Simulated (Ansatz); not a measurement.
# Pb2ClO2: the cost of one run

Computed with Ansatz 0.2.0 (DFT PBEsol, scalar-relativistic, plane waves, PAW, unless a step's input says otherwise).

### Step 1. The structure to begin with

The structure is tetragonal, space group I4/mmm (No. 139). Conventional cell: a = 3.934 Å, b = 3.934 Å, c = 12.341 Å, α = 90.00°, β = 90.00°, γ = 90.00°. Pb (site symmetry 4mm) is surrounded by 4 O at 2.31 Å and 4 Cl at 3.35 Å. Around Cl (site symmetry 4/mmm) lie 8 Pb at 3.35 Å. O (site symmetry -4m2) is surrounded by 4 Pb at 2.31 Å.

As a file:

```xyz
5
Lattice="-1.9670 1.9670 6.1707 1.9670 -1.9670 6.1707 1.9670 1.9670 -6.1707" Properties=species:S:1:pos:R:3 pbc="T T T"
Pb    0.0000    0.0000    1.8728
Pb    0.0000    0.0000   10.4687
Cl    0.0000    0.0000    6.1707
O     0.0000    1.9670    3.0854
O     1.9670    0.0000    3.0854
```

This cell was relaxed beforehand with the same method: volume 19.10 Å³/atom, gap on the mesh none (metal).

### Step 2. The cell scaled to 0.97 of its volume

Input file input.yaml:

```yaml
crystal:
  lattice:
    - [-1.9470922183, 1.9470922183, 6.1083996484]
    - [1.9470922183, -1.9470922183, 6.1083996484]
    - [1.9470922183, 1.9470922183, -6.1083996484]
  atoms:
    - { symbol: Pb, position: [0.151746125, 0.151746125, 0.0] }
    - { symbol: Pb, position: [0.848253875, 0.848253875, 0.0] }
    - { symbol: Cl, position: [0.5, 0.5, 0.0] }
    - { symbol: O, position: [0.75, 0.25, 0.5] }
    - { symbol: O, position: [0.25, 0.75, 0.5] }
basis:
  ecutwfc: 420
kpoints:
  mp_grid: { grid: [12, 12, 12] }
hamiltonian:
  xc: pbesol
scf:
  occupations: { method: gaussian, width: 0.1 }
output:
  forces: true
  stress: true
  eigenvalues: true
relax:
  adjacent_minimum: "off"
  f_tol: 0.01
  max_steps: 30
  cell: { stress_tol: 0.1, fix: [volume] }
```

The run is started by

```
> ansatz run input.yaml --threads 1 --pin off --max-ram 2560MiB --backend cpu --events-out ev --progress --plain --runs-dir out
```

What time and memory should one allow on 1 thread of AMD EPYC 7R43 (Zen 3), shared host?

About 89 s, with a peak of 0.66 GiB.
